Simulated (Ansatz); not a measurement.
## NbPd4 in Ansatz: convergence with k mesh

NbPd4:

```xyz
5
Lattice="1.4176 0.8185 11.4953 -1.4176 0.8185 11.4953 0.0000 -1.6369 11.4953" Properties=species:S:1:pos:R:3 pbc="T T T"
Pd    0.0000    0.0000   20.7129
Pd    0.0000    0.0000    6.8943
Pd    0.0000    0.0000   27.5915
Pd    0.0000    0.0000   13.7729
Nb    0.0000    0.0000    0.0000
```

The cell comes from a database or a generator and needn't be the stable form of this composition.

- Program: Ansatz 0.2.0
- Task: convergence study
- Functional: PBE
- Potentials or basis: PseudoDojo standard (PBE files)
- Cutoff: 1116 eV
- Density cutoff: 4463 eV
- k mesh: 3 × 3 × 3
- Occupations: fermi-dirac, width 0.1 eV
- Spin: no spin polarisation

These are the settings of the first run; the series varies k mesh, with any setting tied to it.

Hardware: 2 threads of Arm Neoverse V2 (shared host).

**Question.** The values tried are 3 × 3 × 3, 4 × 4 × 4, 5 × 5 × 5, 6 × 6 × 6, 8 × 8 × 8, 10 × 10 × 10, 12 × 12 × 12, 15 × 15 × 15, 18 × 18 × 18, loosest first. From which on does the pressure stay within 0.1 GPa of the tightest run that finished?

**Answer.** From 10 × 10 × 10 on.

| k mesh | energy less the tightest run, at zero smearing (meV/atom) | pressure (GPa) | largest force (eV/Å) | SCF cycles | CPU time (s) | peak memory (GiB) |
| --- | --- | --- | --- | --- | --- | --- |
| 3 × 3 × 3 | 217.58 | -0.05 | 0.588 | 16 | 9.3 | 0.47 |
| 4 × 4 × 4 | -6.87 | -1.37 | 0.101 | 15 | 15 | 0.52 |
| 5 × 5 × 5 | 51.41 | -0.33 | 0.054 | 14 | 23 | 0.56 |
| 6 × 6 × 6 | -20.31 | -2.35 | 0.075 | 14 | 34 | 0.64 |
| 8 × 8 × 8 | 9.14 | -1.63 | 0.116 | 14 | 78 | 0.87 |
| 10 × 10 × 10 | -0.65 | -1.73 | 0.081 | 14 | 130 | 1.2 |
| 12 × 12 × 12 | 0.29 | -1.84 | 0.059 | 13 | 210 | 1.7 |
| 15 × 15 × 15 | -0.65 | -1.82 | 0.063 | 14 | 430 | 2.7 |
| 18 × 18 × 18 | 0.00 | -1.79 | 0.063 | 14 | 650 | 4.3 |

Against the tightest run, the energy stays within 1 meV/atom from 10 × 10 × 10 on; the largest force stays within 0.005 eV/Å from 12 × 12 × 12 on. Meshes of other sizes hit other points, so gaps and Fermi surfaces needn't settle smoothly. The tightest run that finished is the yardstick and may itself not be fully converged.
